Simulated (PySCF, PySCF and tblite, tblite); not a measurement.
# C₈H₁₃GeN: conformers and averaged spectra, part 2 of 2

PySCF and tblite. Atoms count from 0.

## (5) Shieldings, conformer 2: B97-2/6-31G*

Job settings and geometry (Å):

```
{"job": {"xc": "B97-2", "basis": "6-31G*", "kind": "nmr", "pop": false}, "charge": 0, "multiplicity": 1}
C     -2.074882    -1.548886    -0.649732
Ge    -1.132371     0.011981     0.133719
C     -1.768167     1.691992    -0.719073
C     -1.457874     0.096451     2.093603
C      0.815743    -0.144680    -0.172956
C      1.690743     0.834215     0.283860
C      3.049896     0.702191     0.058808
C      3.491651    -0.419963    -0.625098
N      2.677498    -1.361390    -1.069250
C      1.383077    -1.220225    -0.846036
H     -3.144594    -1.459660    -0.483324
H     -1.904780    -1.610412    -1.720735
H     -1.739745    -2.476916    -0.195686
H     -2.833978     1.820953    -0.554952
H     -1.255336     2.557301    -0.309113
H     -1.589005     1.668766    -1.790040
H     -2.519149     0.205096     2.296961
H     -0.939671     0.940099     2.540229
H     -1.109429    -0.810127     2.579585
H      1.304732     1.696088     0.814022
H      3.749809     1.448607     0.404079
H      4.543404    -0.576599    -0.829107
H      0.757674    -2.017897    -1.229687
```

What it wrote:

```text
coarse grid: 86112 points
cycle   1  E = -2444.4687904921  dE =  5.812e-01  |g| = 6.434e-01  |ddm| = 4.617e+00
cycle   2  E = -2444.4457779443  dE =  2.301e-02  |g| = 7.415e-01  |ddm| = 1.300e+00
cycle   3  E = -2444.5668242743  dE = -1.210e-01  |g| = 7.640e-02  |ddm| = 6.910e-01
cycle   4  E = -2444.5676463027  dE = -8.220e-04  |g| = 3.952e-02  |ddm| = 9.373e-02
cycle   5  E = -2444.5679882364  dE = -3.419e-04  |g| = 1.334e-02  |ddm| = 5.096e-02
cycle   6  E = -2444.5680298990  dE = -4.166e-05  |g| = 3.369e-03  |ddm| = 1.659e-02
cycle   7  E = -2444.5680325943  dE = -2.695e-06  |g| = 1.094e-03  |ddm| = 3.868e-03
final grid: 183536 points
cycle   8  E = -2444.5679803372  dE =  4.582e-07  |g| = 1.745e-03  |ddm| = 3.226e-03
cycle   9  E = -2444.5679785446  dE =  1.793e-06  |g| = 3.057e-03  |ddm| = 4.825e-03
cycle  10  E = -2444.5679811169  dE = -2.572e-06  |g| = 3.362e-04  |ddm| = 3.256e-03
cycle  11  E = -2444.5679811424  dE = -2.548e-08  |g| = 2.830e-05  |ddm| = 3.210e-04
cycle  12  E = -2444.5679811425  dE = -1.455e-10  |g| = 5.899e-06  |ddm| = 2.942e-05
converged SCF energy = -2444.5679811425

GIAO shielding tensors (ppm)
atom      isotropic    diamagn.    paramagn.     s11        s22        s33       span
  0 C      195.233     249.608     -54.375    190.439    193.749    201.512     11.073
  1 Ge    1533.450    2762.330   -1228.880   1509.458   1521.067   1569.825     60.367
  2 C      192.339     249.794     -57.456    186.307    189.457    201.252     14.945
  3 C      192.348     249.768     -57.420    186.323    189.440    201.281     14.958
  4 C       66.716     255.462    -188.746    -10.402     22.708    187.844    198.246
  5 C       63.214     261.485    -198.271    -42.340     48.205    183.778    226.118
  6 C       80.807     257.397    -176.591    -16.929     74.544    184.805    201.733
  7 C       54.587     254.384    -199.798    -41.519     47.355    157.924    199.443
  8 N      -42.792     329.940    -372.732   -320.659   -116.186    308.469    629.128
  9 C       51.247     260.228    -208.981    -48.990     50.158    152.575    201.565
 10 H       32.129      30.480       1.648     26.573     29.945     39.868     13.295
 11 H       31.874      31.776       0.099     27.015     28.881     39.726     12.711
 12 H       31.875      31.767       0.108     27.019     28.870     39.735     12.716
 13 H       32.179      30.687       1.491     26.962     29.464     40.110     13.148
 14 H       32.030      32.147      -0.117     26.351     30.143     39.597     13.246
 15 H       32.227      31.726       0.501     27.200     29.764     39.717     12.517
 16 H       32.179      30.679       1.500     26.964     29.466     40.108     13.145
 17 H       32.031      32.140      -0.109     26.347     30.148     39.599     13.252
 18 H       32.226      31.713       0.513     27.194     29.757     39.727     12.534
 19 H       24.689      34.750     -10.061     19.921     22.260     31.885     11.964
 20 H       25.423      28.606      -3.183     22.227     24.943     29.100      6.873
 21 H       23.809      26.123      -2.314     19.834     24.135     27.457      7.623
 22 H       23.702      34.316     -10.614     17.689     22.362     31.054     13.365
```

Wall time 35 s (1 thread of Arm Neoverse V2, shared host); peak memory 1 GiB.

Key values: HOMO -6.58 eV, LUMO -0.41 eV; dipole 2.36 D.

## (6) Single-point energy, conformer 2: PBE0/def2-SVP

Changed since step 5:

```diff
@@ -1,2 +1,2 @@
-{"job": {"xc": "B97-2", "basis": "6-31G*", "kind": "nmr", "pop": false}, "charge": 0, "multiplicity": 1}
+{"job": {"xc": "PBE0", "basis": "def2-SVP", "kind": "sp"}, "charge": 0, "multiplicity": 1}
 C     -2.074882    -1.548886    -0.649732
```

What it wrote:

```text
coarse grid: 86112 points
cycle   1  E = -2443.1337956930  dE =  5.451e-01  |g| = 6.253e-01  |ddm| = 5.130e+00
cycle   2  E = -2443.1158203565  dE =  1.798e-02  |g| = 7.139e-01  |ddm| = 1.256e+00
cycle   3  E = -2443.2192843716  dE = -1.035e-01  |g| = 6.277e-02  |ddm| = 6.589e-01
cycle   4  E = -2443.2197060130  dE = -4.216e-04  |g| = 4.331e-02  |ddm| = 8.737e-02
cycle   5  E = -2443.2201289403  dE = -4.229e-04  |g| = 1.051e-02  |ddm| = 5.429e-02
cycle   6  E = -2443.2201558470  dE = -2.691e-05  |g| = 3.322e-03  |ddm| = 1.566e-02
cycle   7  E = -2443.2201586047  dE = -2.758e-06  |g| = 8.359e-04  |ddm| = 3.911e-03
final grid: 183536 points
cycle   8  E = -2443.2201434501  dE =  1.928e-07  |g| = 1.260e-03  |ddm| = 2.982e-03
cycle   9  E = -2443.2201426803  dE =  7.698e-07  |g| = 2.079e-03  |ddm| = 3.594e-03
cycle  10  E = -2443.2201438522  dE = -1.172e-06  |g| = 2.324e-04  |ddm| = 2.368e-03
cycle  11  E = -2443.2201438646  dE = -1.236e-08  |g| = 2.564e-05  |ddm| = 2.345e-04
cycle  12  E = -2443.2201438647  dE = -1.546e-10  |g| = 5.149e-06  |ddm| = 2.898e-05
converged SCF energy = -2443.2201438647
```

Run time: 22 s. Hardware: 1 thread of Arm Neoverse V2, shared host; peak memory 1.1 GiB.

Key values: HOMO -6.98 eV, LUMO -0.62 eV; dipole 2.32 D.

## (7) Boltzmann average: properties at B97-2/6-31G*

Job settings and geometry (Å):

```
{"job": {"study": "conf", "smiles": "[CH3][Ge]([CH3])([CH3])[c]1cccnc1", "search": {"seed": 3331, "n_embed": 60, "ff_keep": 14, "window": 3.0, "nmax": 10, "temps": [180, 230, 298.15, 330, 400], "t_ref": 298.15, "order": 0.001}, "level": {"nmr": {"xc": "B97-2", "basis": "6-31G*"}, "sp": {"xc": "PBE0", "basis": "def2-SVP"}}, "kind": "conf"}, "charge": 0, "multiplicity": 1}
C     -1.478253     0.551643    -2.023649
Ge    -1.108375    -0.159754    -0.204623
C     -2.197577     0.812987     1.142879
C     -1.540334    -2.097779    -0.129159
C      0.807112     0.083710     0.227576
C      1.710153     0.670855    -0.649234
C      3.037287     0.809350    -0.277994
C      3.417980     0.349724     0.972565
N      2.575023    -0.212462     1.822222
C      1.313938    -0.336974     1.452847
H     -0.892479     0.030801    -2.775911
H     -2.528766     0.419227    -2.265575
H     -1.251063     1.612291    -2.084615
H     -2.003041     0.435537     2.142363
H     -1.968983     1.874577     1.132312
H     -3.256386     0.690569     0.934007
H     -1.341033    -2.499871     0.859718
H     -0.945343    -2.655177    -0.846538
H     -2.589691    -2.261196    -0.356837
H      1.373930     1.017390    -1.617733
H      3.758435     1.262585    -0.941847
H      4.441769     0.432688     1.315002
H      0.660944    -0.803737     2.182304
```

What it wrote:

```text
conformer  sym    E(xTB)   E(DFT)   G(298.15 K)  weight  dipole/D
    1     Cs      0.000    0.000    0.000   0.5169    2.362
    2     Cs      0.039    0.050    0.040   0.4831    2.317

mean shielding (ppm) by class
class atoms           180 K      230 K   298.15 K      330 K      400 K
  0 C  0,2,3        193.284    193.284    193.284    193.284    193.284
  1 Ge 1           1532.352   1532.368   1532.382   1532.386   1532.394
  2 C  4             66.628      66.63     66.631     66.631     66.632
  3 C  5             63.624     63.618     63.613     63.611     63.608
  4 C  6              80.78     80.781     80.781     80.781     80.782
  5 C  7             54.724     54.722      54.72     54.719     54.718
  6 N  8            -42.369    -42.375    -42.381    -42.382    -42.385
  7 C  9             50.674     50.683      50.69     50.692     50.696
  8 H  10,11,12      32.083     32.083     32.083     32.083     32.083
  9 H  19            24.749     24.748     24.747     24.747     24.747
 10 H  20            25.446     25.445     25.445     25.445     25.445
 11 H  21            23.816     23.816     23.816     23.816     23.816
 12 H  22            23.638     23.639      23.64      23.64     23.641
```

It took 2 min on 1 thread of Arm Neoverse V2, shared host. This counts the runs that the step sums up.

The search (ETKDG and KDG, UFF, GFN2-xTB) embedded 60 structures, kept 2 distinct ones after the force field and 2 after xTB; 2 were carried on (window 3.0 kcal/mol at the search's own energies). Energies: PBE0/def2-SVP with D3(BJ).

Conformer by conformer (298 K):

```tsv
no.	group	mirror pair	ΔE xTB	ΔE DFT	ΔG	weight (%)	μ (D)	C0–Ge1–C4–C5 (°)	A, B, C (GHz)
1	Cs	no	0.00	0.00	0.00	51.7	2.36	0	1.93, 0.62, 0.56
2	Cs	no	0.04	0.05	0.04	48.3	2.32	180	1.93, 0.62, 0.56
```

Energies in kcal/mol. ΔG holds xTB vibrations and rotation, symmetry numbers and mirror pairs.

Weights (%) by temperature:

```tsv
no.	180 K	230 K	298 K	330 K	400 K
1	53.1	52.4	51.7	51.5	51.1
2	46.9	47.6	48.3	48.5	48.9
```

How the weights hang on the way they are made:

```tsv
scheme	1	2	mean μ (D)
DFT free energy	52	48	2.34
DFT energy, symmetry counted	52	48	2.34
DFT energy alone	52	48	2.34
xTB energy, symmetry counted	52	48	2.34
xTB free energy	51	49	2.34
lowest conformer only	100	0	2.36
equal weights	50	50	2.34
```

Shifts against references run at the same level (¹³C TMS 195.5, ¹H TMS 32.53, ¹⁵N NH3 259.4 ppm of shielding), by class of atoms, at 298 K:

```tsv
atoms	environment	no. 1	no. 2	average
C9	aromatic CH next to a ring nitrogen	145.3	144.2	144.8
C7	aromatic CH next to a ring nitrogen	140.6	140.9	140.7
C5	aromatic CH	131.5	132.3	131.9
C4	substituted aromatic carbon	128.9	128.8	128.8
C6	aromatic CH	114.7	114.7	114.7
C0, C2, C3	methyl carbon bonded to Ge	2.2	2.2	2.2
H22	hydrogen on an aromatic CH next to a ring nitrogen	8.95	8.83	8.89
H21	hydrogen on an aromatic CH next to a ring nitrogen	8.71	8.72	8.71
H19	hydrogen on an aromatic CH	7.73	7.84	7.78
H20	hydrogen on an aromatic CH	7.07	7.11	7.09
H10, H11, H12 and 6 more	hydrogen on a methyl carbon bonded to Ge	0.45	0.45	0.45
Ge1	germanium bonded to 4 C	1531 (σ)	1533 (σ)	1532 (σ)
N8	pyridine-type ring nitrogen	301.4	302.2	301.8
```

Effective distances for nuclear Overhauser effects, ⟨r⁻⁶⟩^(−1/6) over all pairs of two classes (Å): H19···H20 2.49; H20···H21 2.50; H10···H19 3.50; H10···H22 3.52.

## (8) Outcome

This closing draws on all 2 parts.

| quantity | value |
| --- | --- |
| conformers | 2; the first in weight is no. 1 (Cs), 52 % at 298 K |
| root-mean-square dipole | 2.34 D |
| averaged ¹³C shifts (B97-2/6-31G*) | 144.8, 140.7, 131.9, 128.8, 114.7, 2.2 ppm |
| averaged ¹H shifts (B97-2/6-31G*) | 8.89, 8.71, 7.78, 7.09, 0.45 ppm |

In words: At 298 K conformer 1 holds 52 % of the ensemble (53 % at 180 K, 51 % at 400 K). Among conformers over 5 %, H22 differs by 0.12 ppm, while the average moves by 0.00 ppm from 180 to 400 K. Spin-orbit coupling is left out, which matters at and beside the heavy atoms.
